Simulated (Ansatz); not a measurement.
ScCu, space group Pm-3m, relaxations under a series of pressures

Computed with the Python package of Ansatz (0.2.0).

The script reads `sccu.extxyz`:
```text
2
Lattice="3.256 0.0 0.0 0.0 3.256 0.0 0.0 0.0 3.256" Properties=species:S:1:pos:R:3 pbc="T T T"
Sc    1.62800000    1.62800000    1.62800000
Cu    0.00000000    0.00000000    0.00000000
```

Notebook, run cell by cell (the value of a cell's last expression is shown):

In [1]:
```python
import warnings

import ansatz as az
import numpy as np
import pandas as pd
```

In [2]:
```python
def edges_and_angles(cell):
    cell = np.asarray(cell)
    a, b, c = np.linalg.norm(cell, axis=1)
    cosines = cell[1] @ cell[2] / (b * c), cell[0] @ cell[2] / (a * c), cell[0] @ cell[1] / (a * b)
    return (a, b, c, *np.degrees(np.arccos(cosines)))

warnings.simplefilter('ignore', az.DeckWarning)
```

In [3]:
```python
system = az.Crystal.from_extxyz('sccu.extxyz')
```

In [4]:
```python
system.resolved().tree()['lattice']
```
Out [4]:
```text
((3.256, 0.0, 0.0), (0.0, 3.256, 0.0), (0.0, 0.0, 3.256))
```

In [5]:
```python
base = (
    system.calculation()
    .functional('r2SCAN')
    .pseudopotentials('paw')
    .basis(600)
    .kpoints(8)
    .occupations('fermi_dirac', width=0.1)
    .scf(tolerance=1e-08)
)
```

In [6]:
```python
# H = F + PV, with 1 GPa A^3 = 1/160.21766 eV
rows = []
for pressure in [0, 5, 10, 20]:
    out = base.relax(cell=True, pressure=pressure).run()
    cell = out.lattice.cell_ang
    n_atoms = len(out.lattice.sites)
    volume = abs(np.linalg.det(cell)) / n_atoms
    enthalpy = out.report['free_energy_ev'] / n_atoms + pressure * volume / 160.21766
    rows.append((pressure, volume, enthalpy, *edges_and_angles(cell)))
    print(f'{pressure} GPa done: {volume:.4f} A^3/atom')
```
```text
0 GPa done: 16.9483 A^3/atom
5 GPa done: 16.1616 A^3/atom
10 GPa done: 15.5315 A^3/atom
20 GPa done: 14.5522 A^3/atom
```

In [7]:
```python
table = pd.DataFrame(rows, columns=['P_GPa', 'V_A3_atom', 'H_eV_atom', 'a', 'b', 'c', 'alpha', 'beta', 'gamma'])
print(table.round(4).to_string(index=False))
p, v = np.array([row[0] for row in rows], float), np.array([row[1] for row in rows])
print('mean bulk modulus between rows (GPa):', np.round(-np.diff(p) / np.diff(np.log(v)), 1))
```
```text
 P_GPa  V_A3_atom  H_eV_atom      a      b      c  alpha  beta  gamma
     0    16.9483 -4386.2111 3.2363 3.2363 3.2363   90.0  90.0   90.0
     5    16.1616 -4385.6951 3.1855 3.1855 3.1855   90.0  90.0   90.0
    10    15.5315 -4385.2009 3.1435 3.1435 3.1435   90.0  90.0   90.0
    20    14.5522 -4384.2636 3.0760 3.0760 3.0760   90.0  90.0   90.0
mean bulk modulus between rows (GPa): [105.2 125.7 153.5]
```

The volume falls from 16.95 Å³ an atom at 0 GPa to 14.55 at 20 GPa, by 14.1 %. Between 0 and 5 GPa, -V dP/dV is about 105 GPa, a mean over that step.

Absolute energies stand on the zero of these potentials, so only differences at equal settings mean something. No spin polarisation was allowed. At a fixed pressure a relaxation lowers the enthalpy F + PV, while F alone can rise. The mesh is modest for a metal, so energies can be off by several to tens of meV an atom and pressures by half a GPa or more; differences at equal mesh fare better. The program warned that this SCF threshold is loose for forces or stresses. The structure is a deposited one; some such entries were measured under pressure or heat, so a shift against it needn't be the functional's error alone. Symmetry holds the cell in this phase, whether or not it is the stable one at each pressure. The script silences the warnings on its input, which a real study should read. Finished in 100 s on 1 thread of Arm Neoverse V1, with other jobs on the host, peak memory 0.57 GiB.

(Lines on the test bed's own set-up are left out of the output.)
